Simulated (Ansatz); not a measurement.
# BF2H2N: vertical ionisation energy

Aim: the vertical ionisation energy of BF2H2N, as cation minus neutral at the neutral's geometry, on several levels, and how well −ε(HOMO) stands in for it.

Method: unrestricted cation, the program's frozen cores in correlated methods; program: Ansatz 0.2.0, Gaussian basis.

Levels to be run: UKS PBE-D4/def2-TZVPP; UKS r2SCAN-D4/def2-TZVPP; UKS PBE0-D4/def2-TZVPP; UKS B3LYP-D4/def2-TZVPP; UKS wB97X-V/def2-TZVPP; UKS wB97M-V/def2-TZVPP; UKS B2PLYP/def2-TZVPP; UHF-CCSD(T)/def2-TZVPP; UHF-MP2/def2-QZVPP; extrapolation to the limit; then −ε(HOMO) from the neutral's earlier runs with LDA (SPW92), PBE-D4, revPBE-D4, BLYP-D4, r2SCAN-D4, B97M-V, PBE0-D4, B3LYP-D4, r2SCANh-D4, r2SCAN0-D4, HSE06-D4, BHLYP-D4, CAM-B3LYP-D4, LC-ωPBE, ωB97X-V, ωB97M-V.

## 1. The relaxed structure

An earlier PBE0-D4 in a triple-zeta def2 set relaxation fixed the geometry.

SMILES `NB(F)F`, 6 atoms, charge 0, spin multiplicity 1.

Atoms are counted from 1 here; the program's logs count them from 0.

Bond lengths: N1–B2 1.392 Å, N1–H5 1.003 Å, N1–H6 1.003 Å, B2–F3 1.330 Å, B2–F4 1.330 Å. Angles: B2–N1–H5 122.4°, B2–N1–H6 122.4°, H5–N1–H6 115.2°, N1–B2–F3 121.2°, N1–B2–F4 121.2°, F3–B2–F4 117.6°.

## 2. Cation, UKS PBE-D4/def2-TZVPP

in.yaml

```yaml
crystal:
  periodic: [false, false, false]
  atoms:
    - {symbol: N, position_ang: [-0.210679, 0.687583, -0.156839]}
    - {symbol: B, position_ang: [0.195307, -0.614682, 0.121238]}
    - {symbol: F, position_ang: [-0.667372, -1.526102, 0.560333]}
    - {symbol: F, position_ang: [1.459676, -0.991767, -0.042723]}
    - {symbol: H, position_ang: [0.424955, 1.389545, -0.488703]}
    - {symbol: H, position_ang: [-1.159787, 0.991423, -0.039406]}
basis:
  gaussian: {orbitals: def2-TZVPP}
total_charge: 1
magnetization: {spin_polarized: true, initial_magnetization: 1}
hamiltonian: {xc: pbe, dispersion: d4}
```

The runs that follow: Cation, UKS r2SCAN-D4/def2-TZVPP; Cation, UKS PBE0-D4/def2-TZVPP; Cation, UKS B3LYP-D4/def2-TZVPP; Cation, UKS wB97X-V/def2-TZVPP; Cation, UKS wB97M-V/def2-TZVPP; Cation, UKS B2PLYP (frozen core)/def2-TZVPP; Cation, UHF-CCSD(T)/def2-TZVPP; Cation, UHF-MP2/def2-QZVPP.

Q: Predict the results of all the runs planned. Wanted: ionisation energy, CCSD(T)/CBS; nearest functional by difference; nearest −ε(HOMO); −ε(HOMO) of PBE; T1 of the cation.

As calculated:

```
                        quantity                value
  ionisation energy, CCSD(T)/CBS             11.63 eV
nearest functional by difference  B3LYP-D4 (-0.14 eV)
                nearest −ε(HOMO)   LC-ωPBE (-0.04 eV)
                 −ε(HOMO) of PBE              7.11 eV
                T1 of the cation                0.017
```

By cation minus neutral, the functionals miss by 0.38 eV at most. The PBE orbital energy is 4.5 eV too small: a semilocal HOMO is no ionisation energy. Among orbital estimates LC-ωPBE comes nearest. Hartree-Fock falls 1.47 eV short, as the neutral has more correlation energy than the cation.
